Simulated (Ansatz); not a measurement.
Here is an Ansatz input file for BiPd₃, space group Fm-3m. Write the same calculation for the Python package.

```yaml
crystal:
  lattice:
    - [0.0, 3.263086, 3.263086]
    - [3.263086, 0.0, 3.263086]
    - [3.263086, 3.263086, 0.0]
  atoms:
    - { symbol: Bi, position: [0.5, 0.5, 0.5] }
    - { symbol: Pd, position: [0.75, 0.75, 0.75] }
    - { symbol: Pd, position: [0.25, 0.25, 0.25] }
    - { symbol: Pd, position: [0.0, 0.0, 0.0] }
kpoints:
  mp_grid:
    grid: [6, 6, 6]
hamiltonian:
  xc: r2scan
scf:
  occupations:
    method: gaussian
    width: 0.05
basis:
  ecutwfc: 600
output:
  forces: true
  stress: true
  eigenvalues: true
```

`deck_bipd3.py`:
```python
import ansatz
import numpy as np

deck = {
    'crystal': {
        'lattice': [
            [0.0, 3.263086, 3.263086],
            [3.263086, 0.0, 3.263086],
            [3.263086, 3.263086, 0.0],
        ],
        'atoms': [
            {'symbol': 'Bi', 'position': [0.5, 0.5, 0.5]},
            {'symbol': 'Pd', 'position': [0.75, 0.75, 0.75]},
            {'symbol': 'Pd', 'position': [0.25, 0.25, 0.25]},
            {'symbol': 'Pd', 'position': [0.0, 0.0, 0.0]},
        ],
    },
    'kpoints': {'mp_grid': {'grid': [6, 6, 6]}},
    'hamiltonian': {'xc': 'r2scan'},
    'scf': {'occupations': {'method': 'gaussian', 'width': 0.05}},
    'basis': {'ecutwfc': 600},
    'output': {'forces': True, 'stress': True, 'eigenvalues': True},
}

planned = ansatz.Session.from_dict(deck).plan(threads=1, pin='off')
result = planned.execute()
summary = result.report

n_atoms = len(summary['lattice']['sites'])
print('F =', round(summary['free_energy_ev'], 4), 'eV for', n_atoms, 'atoms')
print('E(sigma -> 0) =', round(summary['energy_sigma0_ev'], 4), 'eV, TS =', round(summary['entropy_ts_ev'], 5), 'eV')
print('closed by', summary['closed_by'], 'after', summary['n_iterations'], 'iterations')

print('band  energy (eV)  occupation (first spin channel), at k =', summary['kpoints_frac'][0])
for band, (e, occ) in enumerate(zip(summary['eigenvalues_ev'][0], summary['occupations'][0]), start=1):
    print(f'{band:4d} {e:12.4f} {occ:9.4f}')

edges = summary.get('band_edges_ev')
if edges:
    print(f'band edges on the mesh: {edges[0]:.3f} and {edges[1]:.3f} eV, gap {edges[1] - edges[0]:.3f} eV')
else:
    print('no band edges reported (a metal, or a gap too narrow for this smearing); Fermi level', round(summary['fermi_energy_ev'], 3), 'eV')

stress = np.array(summary['stress_gpa'])
print(f'pressure {np.trace(stress) / 3:.3f} GPa')
print('stress tensor, GPa, positive in compression')
print(np.round(stress, 3) + 0.0)

used = summary['setup']
print('cutoffs (eV):', used['ecut_ev'], used['ecutrho_ev'], ' FFT grid:', used['fft_dense'])
print('cell volume {:.3f} A^3, {} symmetry operations'.format(used['cell_volume_ang3'], used['n_sym_ops']))
```

Running `python deck_bipd3.py` prints:
```text
F = -33369.1604 eV for 4 atoms
E(sigma -> 0) = -33369.158 eV, TS = 0.00492 eV
closed by deck_thresholds after 8 iterations
band  energy (eV)  occupation (first spin channel), at k = [0.0, 0.0, 0.0]
   1     -68.4380    2.0000
   2     -68.4322    2.0000
   3     -67.9659    2.0000
   4     -33.3869    2.0000
   5     -33.3869    2.0000
   6     -33.3869    2.0000
   7     -33.3676    2.0000
   8     -33.3676    2.0000
   9     -33.3676    2.0000
  10     -32.8929    2.0000
  11     -32.8929    2.0000
  12     -32.8929    2.0000
  13      -5.6078    2.0000
  14      -5.6078    2.0000
  15      -5.6078    2.0000
  16      -5.5703    2.0000
  17      -5.5703    2.0000
  18       5.4015    2.0000
  19      13.1955    2.0000
  20      13.1955    2.0000
  21      13.1955    2.0000
  22      13.7186    2.0000
  23      13.7186    2.0000
  24      14.9591    2.0000
  25      14.9591    2.0000
  26      14.9591    2.0000
  27      16.5794    2.0000
  28      16.5794    2.0000
  29      16.5794    2.0000
  30      16.6875    2.0000
  31      16.6875    2.0000
  32      16.8319    2.0000
  33      16.8319    2.0000
  34      17.4670    2.0000
  35      20.9198    0.0000
  36      20.9198    0.0000
  37      20.9198    0.0000
  38      24.1212    0.0000
  39      24.1212    0.0000
  40      24.1212    0.0000
  41      24.5355    0.0000
  42      25.6531    0.0000
no band edges reported (a metal, or a gap too narrow for this smearing); Fermi level 18.091 eV
pressure 0.234 GPa
stress tensor, GPa, positive in compression
[[0.234 0.    0.   ]
 [0.    0.234 0.   ]
 [0.    0.    0.234]]
cutoffs (eV): 600.0 2400.0  FFT grid: [40, 40, 40]
cell volume 69.489 A^3, 48 symmetry operations
```

Caveats:
- Total energies depend on the potentials; only differences at equal settings carry meaning. A total without «per atom» is that of the cell as typed.
- The mesh is modest for a metal, so energies can be off by several to tens of meV an atom and pressures by half a GPa or more; differences at equal mesh fare better.
- Only differences from the Fermi energy are physical; the zero of the scale is a convention.
- This cell is a computed structure, which may not be the phase found in nature.
- Levels are Kohn-Sham eigenvalues on this mesh, without spin-orbit coupling.
- It ran for 9.7 s on 1 thread of Intel(R) Xeon(R) Platinum 8488C (Sapphire Rapids), with other jobs on the host, peak memory 0.73 GiB.

(Lines on the test bed's own set-up are left out of the output.)
